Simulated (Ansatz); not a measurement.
Consider cell relaxations under several functionals of Ca3SbP, space group Pm-3m (Ansatz's Python interface).

Contents of `POSCAR_ca3sbp`:
```text
Ca3SbP
1.0
   5.38244377    0.00000000    0.00000000
   0.00000000    5.38244377    0.00000000
   0.00000000    0.00000000    5.38244377
Ca Sb P
3 1 1
Direct
   0.00000000    0.50000000    0.50000000
   0.50000000    0.00000000    0.50000000
   0.50000000    0.50000000    0.00000000
   0.00000000    0.00000000    0.00000000
   0.50000000    0.50000000    0.50000000
```

The script, `ca3sbp_lattice.py`:
```python
# -*- coding: utf-8 -*-
"""How the lattice of Ca3SbP depends on the functional."""

import warnings

import ansatz as az
from ase.io import read
import numpy as np

config = {
    "cutoff": 470,
    "kmesh": (4, 4, 4),
    "smearing": "Fixed",
    "tolerance": 1e-09,
    "force_tol": 0.02,
}

def edges_and_angles(cell):
    cell = np.asarray(cell)
    a, b, c = np.linalg.norm(cell, axis=1)
    cosines = cell[1] @ cell[2] / (b * c), cell[0] @ cell[2] / (a * c), cell[0] @ cell[1] / (a * b)
    return (a, b, c, *np.degrees(np.arccos(cosines)))

warnings.simplefilter("ignore", az.DeckWarning)

atoms = read("POSCAR_ca3sbp", format="vasp")
cell = az.Crystal.from_ase(atoms)

job = (
    cell.calculation()
    .basis(config["cutoff"])
    .kpoints(mesh=config["kmesh"])
    .occupations(config["smearing"])
    .scf(tolerance=config["tolerance"])
    .relax(cell=True, force_tolerance=config["force_tol"])
)

levels = [("blyp", "d3bj"), ("pbesol", "none"), ("pbesol", "d3bj")]
print("level            a       b       c    alpha   beta  gamma  V/atom  steps")
for name, dispersion in levels:
    seen = []
    run = job.functional(name, dispersion=dispersion).session().plan()
    outcome = run.execute(on_event=lambda e: seen.append(e) if e["event"] == "relax_step" else None)
    cell = outcome.lattice.cell_ang
    label = name if dispersion == "none" else f"{name}+{dispersion}"
    print("{:13s} {:7.4f} {:7.4f} {:7.4f} {:6.2f} {:6.2f} {:6.2f}".format(label, *edges_and_angles(cell)), f"{abs(np.linalg.det(cell)) / len(outcome.lattice.sites):7.3f} {len(seen):5d}")
```

Rank the levels of theory by the volume of the relaxed cell.

From smallest to largest: PBEsol+D3BJ (28.77 Å³ an atom, -7.7 % against the start), BLYP+D3BJ (29.29 Å³ an atom, -6.1 % against the start) and PBEsol (30.09 Å³ an atom, -3.5 % against the start). The spread is 4.6 % in volume.

The run itself:

`python ca3sbp_lattice.py` gives:
```text
level            a       b       c    alpha   beta  gamma  V/atom  steps
blyp+d3bj      5.2708  5.2708  5.2708  90.00  90.00  90.00  29.286     4
pbesol         5.3184  5.3184  5.3184  90.00  90.00  90.00  30.086     4
pbesol+d3bj    5.2397  5.2397  5.2397  90.00  90.00  90.00  28.770     4
```

Caveats:
- Forces vanish by symmetry, so the ions can't move, and the end may be a saddle.
- The program warned that this SCF threshold is loose for forces or stresses.
- This cell is a computed structure, which may not be the phase found in nature.
- The script silences the warnings on its input, which a real study should read.
- Run time: 47 s on 1 thread of Arm Neoverse V1 (shared host), peak memory 0.51 GiB.
